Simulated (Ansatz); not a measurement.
The system is LaSi3Rh.

```
CELL_PARAMETERS angstrom
-2.13487 2.13487 4.93463
2.13487 -2.13487 4.93463
2.13487 2.13487 -4.93463
ATOMIC_POSITIONS crystal
La 0.99950 0.99950 0.00000
Rh 0.65453 0.65453 0.00000
Si 0.76202 0.26202 0.50000
Si 0.26202 0.76202 0.50000
Si 0.41193 0.41193 0.00000
```

The cell is a database's computed one.

| Item | Value |
| --- | --- |
| Program | Ansatz 0.2.0 |
| Task | relaxation of cell and atoms |
| Functional | revPBE |
| Dispersion | D3(BJ) |
| Potentials or basis | Ansatz PAW |
| Cutoff | 420 eV (not typed: the program's choice for these potentials) |
| k mesh | 9 × 9 × 9 |
| Occupations | fermi-dirac, width 0.05 eV |
| Spin | no spin polarisation |

At the start: volume 17.99 Å³/atom.

Q: Where does the relaxation end?

A: It ends after 7 steps and the volume is 17.18 Å³/atom (-4.5 %); space group I4mm (No. 107, to 0.05 Å).

Step by step:
| step | energy change (eV) | largest force (eV/Å) | volume (Å³) |
| --- | --- | --- | --- |
| 1 | 0.0000 | 0.1077 | 89.96 |
| 2 | -0.0689 | 0.1481 | 85.11 |
| 3 | -0.0728 | 0.0830 | 85.97 |
| 4 | -0.0733 | 0.0259 | 85.99 |
| 5 | -0.0733 | 0.0257 | 85.91 |
| 6 | -0.0733 | 0.0008 | 85.92 |
| 7 | -0.0724 | 0.0010 | 85.92 |

Final structure:
```
CELL_PARAMETERS angstrom
-2.09835 2.09835 4.87866
2.09835 -2.09835 4.87866
2.09835 2.09835 -4.87866
ATOMIC_POSITIONS crystal
La 0.00123 0.00123 0.00000
Rh 0.65213 0.65213 0.00000
Si 0.76337 0.26337 0.50000
Si 0.26337 0.76337 0.50000
Si 0.40988 0.40988 0.00000
```

Caveat: the plane-wave basis is chosen anew once the cell has moved, so the energies of steps on either side of that aren't comparable; the PAW data sets come from PBE, with cores solved anew for the run's functional, which leaves a small shift of forces and pressure.
